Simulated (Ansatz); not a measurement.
**Cr: the order of phases at one pressure**

Aim: bring Cr in several structures (bcc, hcp, omega, sc, diamond) to one pressure and rank them by enthalpy. The pressure is set by scaling the first phase. Methods of the runs shown: PAW.

Computed with Ansatz 0.2.0 (DFT, LDA, PAW with Ansatz's default frozen-core files, scalar-relativistic, unless a step's input says otherwise).

## Step 1: The system as given

It takes space group Im-3m (No. 229, cubic). The conventional cell has a = 2.789 Å, b = 2.789 Å, c = 2.789 Å, α = 90.00°, β = 90.00°, γ = 90.00°. Cr (site symmetry m-3m) has 8 Cr at 2.41 Å in its first shell of neighbours.

Coordinates:

```
Cr
1.0
    -1.39428    1.39428    1.39428
     1.39428   -1.39428    1.39428
     1.39428    1.39428   -1.39428
Cr
1
Direct
  0.00000 0.00000 0.00000
```

## Step 2: Cell relaxed at zero pressure, PAW

The input, input.yaml:

```yaml
crystal:
  lattice:
    - [-1.3942793776, 1.3942793776, 1.3942793776]
    - [1.3942793776, -1.3942793776, 1.3942793776]
    - [1.3942793776, 1.3942793776, -1.3942793776]
  atoms:
    - { symbol: Cr, position: [0.0, 0.0, 0.0], spin: 2.0 }
magnetization:
  spin_polarized: true
kpoints:
  mp_grid: { grid: [24, 24, 24] }
scf:
  occupations: { method: fermi_dirac, width: 0.08 }
hamiltonian:
  xc: lda
  pseudopotentials: { kind: paw }
output:
  forces: true
  stress: true
  write_density: true
  write_potential: true
  elf: true
  volumetric_format: npy
relax:
  f_tol: 0.005
  max_steps: 40
  cell: {}
```

On the command line:

```
> ansatz run input.yaml --threads 2 --pin off --max-ram 7168MiB --backend cpu --events-out ev --progress --plain --runs-dir out
```

The runs that follow: Volume scaled by 0.514, to set the pressure, PAW; Bcc relaxed under pressure, PAW; Hcp relaxed under pressure, PAW; Omega relaxed under pressure, PAW; Sc relaxed under pressure, PAW; Diamond relaxed under pressure, PAW.

What does the calculation give? Wanted: pressure; lowest.

As calculated:

```
    quantity                          value
    pressure                        720 GPa
lowest (PAW)  bcc, 364.2 meV/atom under hcp
```

In words: By PAW the order is bcc < hcp < omega < sc < diamond. Only these structures were tried, with electrons smeared by 0.08 eV and without vibrations, so the true ground state may be another. The k meshes differ between phases and weren't tested, which can move differences by some meV.
